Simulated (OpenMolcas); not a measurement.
# Ir⁴⁺ among point charges: CASSCF and CASPT2 levels and susceptibility

Aim: the splitting of the states of Ir⁴⁺ in the field of 5 point charges, its lowest levels with spin-orbit coupling and its magnetic susceptibility.

Method: state-averaged CASSCF and CASPT2, spin-orbit coupling by RASSI with atomic mean-field integrals. Code: OpenMolcas 26.06.

## Step 1: The atom as given

- Species: Ir⁴⁺ (iridium, Z = 77, 73 electrons)
- Basis: ANO-RCC-VDZP [7s6p4d2f], 59 functions
- Scalar Hamiltonian: DKH2, point nucleus
- Inactive shells: 1s 2s 2p 3s 3p 3d 4s 4p 4d 4f 5s 5p
- Active space: 5 electrons in 5 orbitals (5d)
- Some configurations of this space: 5d⁵
- Orbitals: optimised for each spin and parity, averaged over all roots

Outer shells as boxes (Hund's rule):

5d5
```
5d [↑ ][↑ ][↑ ][↑ ][↑ ]
```

The ion sits among 5 point charges of -2 e arranged as a trigonal bipyramid (D3h), 2.11 Å from the ion, with the axial distance 2.279 Å.

The work runs as a chain of OpenMolcas steps in one folder; each step below is one input file. Labels, J, g values, rates, χT and fits are worked out afterwards by a script from the matrices that RASSI stores.

## Step 2: One- and two-electron integrals

a.inp

```
&GATEWAY
Coord
1

Ir 0.0 0.0 0.0
Basis=ANO-RCC-VDZP
Group=NoSym
NoMove
AngMom=0.0 0.0 0.0
AMFI
XField
5 Angstrom 0
2.110000 0.000000 0.000000 -2.000000
-1.055000 1.827314 0.000000 -2.000000
-1.055000 -1.827314 0.000000 -2.000000
0.000000 0.000000 2.278800 -2.000000
0.000000 0.000000 -2.278800 -2.000000
&SEWARD
```

The run is started by

```sh
> OMP_NUM_THREADS=1 MOLCAS_MEM=1689 MOLCAS_PROJECT=a pymolcas a.inp > a.log
```

## Step 3: CASSCF: sextets, 1 root

a.inp

```
&RASSCF
FileOrb=start.orb
Symmetry=1
Spin=6
nActEl=5 0 0
Inactive=34
Ras2=5
CIRoot=1 1 1
SDav=1
CIMx=300
Iter=120 100
PrWF=0.3
OrbListing=Nothing
MaxOrb=0
>>> COPY $Project.JobIph JOB001
```

start.orb holds the contracted functions of the basis, ordered by shell, or the orbitals of the step before.

## Step 4: Reference wave functions, quartets, 24 roots

a.inp

```
&RASSCF
FileOrb=start.orb
Symmetry=1
Spin=4
nActEl=5 0 0
Inactive=34
Ras2=5
CIRoot=24 24 1
SDav=24
CIMx=300
Iter=120 100
PrWF=0.3
OrbListing=Nothing
MaxOrb=0
>>> COPY $Project.JobIph JOB002
```

## Step 5: CASSCF: doublets, 75 roots

a.inp

```
&RASSCF
FileOrb=start.orb
Symmetry=1
Spin=2
nActEl=5 0 0
Inactive=34
Ras2=5
CIRoot=75 75 1
SDav=75
CIMx=300
Iter=120 100
PrWF=0.3
OrbListing=Nothing
MaxOrb=0
>>> COPY $Project.JobIph JOB003
```

## Step 6: RASSI: spin-orbit coupling between the states

a.inp

```
&RASSI
NrOfJobIphs=3 1 24 75
1
1 2 3 4 5 6 7 8 9 10 11 12 13 14 15 16 17 18 19 20 21 22 23 24
1 2 3 4 5 6 7 8 9 10 11 12 13 14 15 16 17 18 19 20 21 22 23 24 25 26 27
28 29 30 31 32 33 34 35 36 37 38 39 40 41 42 43 44 45 46 47 48 49 50 51
52 53 54 55 56 57 58 59 60 61 62 63 64 65 66 67 68 69 70 71 72 73 74 75
IphNames
JOB001
JOB002
JOB003
EJob
SpinOrbit
DIPRint=1.0
SOCoupling=1000.0
Subsets=2
Property=9
'ANGMOM' 1 'ANGMOM' 2 'ANGMOM' 3 'MLTPL  1' 1 'MLTPL  1' 2 'MLTPL  1' 3
'AMFI' 1 'AMFI' 2 'AMFI' 3
SOProperty=3
'ANGMOM' 1 'ANGMOM' 2 'ANGMOM' 3
```

## Step 7: CASPT2: IPEA 0.25, imaginary shift 0.1 (closed shells correlated: 4f 5s 5p)

a.inp

```
>>> COPY JOB001 $Project.JobIph
&CASPT2
Multistate=1 1
Frozen=23
IPEA=0.25
Imaginary=0.1
MaxIter=60
WThr=0.0 0.3 0.05
PrWF=0.5
NoMix
>>> COPY JOB002 $Project.JobIph
&CASPT2
Multistate=24 1 2 3 4 5 6 7 8 9 10 11 12 13 14 15 16 17 18 19 20 21 22
23 24
NoMult
Frozen=23
IPEA=0.25
Imaginary=0.1
MaxIter=60
WThr=0.0 0.3 0.05
PrWF=0.5
NoMix
>>> COPY JOB003 $Project.JobIph
&CASPT2
Multistate=75 1 2 3 4 5 6 7 8 9 10 11 12 13 14 15 16 17 18 19 20 21 22
23 24 25 26 27 28 29 30 31 32 33 34 35 36 37 38 39 40 41 42 43 44 45 46
47 48 49 50 51 52 53 54 55 56 57 58 59 60 61 62 63 64 65 66 67 68 69 70
71 72 73 74 75
NoMult
Frozen=23
IPEA=0.25
Imaginary=0.1
MaxIter=60
WThr=0.0 0.3 0.05
PrWF=0.5
NoMix
```

(Steps that only read results are left out.)

**Question.** What will these runs give? Wanted: spin-free ground state; lowest level; next level.

**Answer**, as computed:

```
                 quantity                                                                           value
                   method  SS-CASPT2, IPEA 0.25, imaginary shift 0.1 (closed shells correlated: 4f 5s 5p)
   spin-free ground state                                                 6A1, 1-fold in its orbital part
             lowest level                                               2-fold E1/2, g = 0.00, 0.00, 9.64
               next level                                                                        3.5 cm⁻¹
              χT at 300 K                                                                  4.04 cm³ K/mol
effective moment at 300 K                                                                         5.69 μB
```

Cost by method:

| method | time of its own steps | time with the reference |
| --- | --- | --- |
| A. CASSCF | 33 s | 33 s |
| B. SS-CASPT2, IPEA 0.25, imaginary shift 0.1, +4f 5s 5p | 24 s | 58 s |

Times are of one thread on a shared host.

**Reading.** The spin-free ground state (6A1) comes to 100 % from free-ion S terms and keeps the highest spin of the shell. χT at 300 K is 4.04, against 4.39 cm³ K/mol for the spin alone, as a half-filled shell (L = 0) has no orbital moment. An active space of the d shell alone favours high spin; real ions in strong fields can be low spin. CASPT2 does not keep the components of a term degenerate, and the means are used. The field of point charges can differ much from that of real complexes. With metal d orbitals alone active, the gaps between spin states are rough; where two lie within a few thousand cm-1, their order is open. This is an electrostatic model: the charges have no orbitals.
